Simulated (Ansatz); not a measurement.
**Ga2AsP: equation of state with PBE**

Crystal: Ga2AsP.

```
As Ga P
1.0
     1.96511    1.13456    6.41726
    -1.96511    1.13456    6.41726
     0.00000   -2.26911    6.41726
As Ga P
1 2 1
Direct
  0.87507 0.87507 0.87507
  0.49751 0.49751 0.49751
  0.00244 0.00244 0.00244
  0.37498 0.37498 0.37498
```

The cell comes from a database or a generator and needn't be the stable form of this composition.

| Property | Result |
| --- | --- |
| Program | Ansatz 0.2.0 |
| Task | equation of state |
| Functional | PBE |
| Potentials or basis | Ansatz PAW |
| Cutoff | 420 eV |
| Density cutoff | 1680 eV |
| k mesh | 8 × 8 × 8 |
| Occupations | fermi-dirac, width 0.05 eV |
| Spin | no spin polarisation |

- Equilibrium volume: 22.24 Å³/atom
- Bulk modulus at fixed shape and positions: 68 GPa
- Pressure derivative of the bulk modulus: 4.6

Energy against volume, from the lowest point:
| volume (Å³/atom) | energy (meV/atom) |
| --- | --- |
| 20.174 | 49.26 |
| 20.603 | 29.73 |
| 21.032 | 15.56 |
| 21.461 | 6.21 |
| 21.890 | 1.17 |
| 22.320 | 0.00 |
| 22.749 | 2.30 |

All runs of the series together: 44 s on 2 threads of Arm Neoverse V2, on a shared host.

Caveat: the cell was scaled at fixed shape and fractional positions, which overstates the stiffness of a crystal with free parameters, most of all of layers and chains.
